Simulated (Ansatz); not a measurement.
# AlClH2S2: the cost of one run

Program: Ansatz 0.2.0. Level of theory: RKS B3LYP-D4/def2-SVP. These are calculated values, not measurements.

### 1 Starting point

Bond lengths: S1–Al2 2.220 Å, Al2–S3 2.239 Å, Al2–Cl4 2.162 Å, S1–H5 1.380 Å, S3–H6 1.422 Å. Angles: S1–Al2–S3 119.5°, S1–Al2–Cl4 121.1°, S3–Al2–Cl4 119.4°, Al2–S1–H5 95.4°, Al2–S3–H6 92.8°.

As a file:

```xyz
6

S    -0.7920    1.5643   -1.1379
Al   -0.5670   -0.1983    0.1928
S     0.8090   -0.0791    1.9550
Cl   -1.5670   -2.0645   -0.2471
H     0.2245    1.2054   -1.9999
H     1.9346   -0.4918    1.1908
```

### 2 Relaxing end A

input.yaml reads:

```yaml
crystal:
  periodic: [false, false, false]
  atoms:
    - { symbol: S, position_ang: [-0.792, 1.5643, -1.1379] }
    - { symbol: Al, position_ang: [-0.567, -0.1983, 0.1928] }
    - { symbol: S, position_ang: [0.809, -0.0791, 1.955] }
    - { symbol: Cl, position_ang: [-1.567, -2.0645, -0.2471] }
    - { symbol: H, position_ang: [0.2245, 1.2054, -1.9999] }
    - { symbol: H, position_ang: [1.9346, -0.4918, 1.1908] }
basis:
  gaussian: { orbitals: def2-SVP }
hamiltonian:
  xc: b3lyp
  dispersion: d4
relax:
  f_tol: 0.015
  max_steps: 40
output:
  orbitals: {}
```

Command:

```console
$ ansatz run input.yaml --threads 1 --pin off --max-ram 2048MiB --backend cpu --events-out ev --progress --plain --runs-dir out
```

**Question.** How long does this run take on 1 thread of Arm Neoverse V1, shared host, and how much memory does it need?

About 53 s, with a peak of 0.17 GiB.
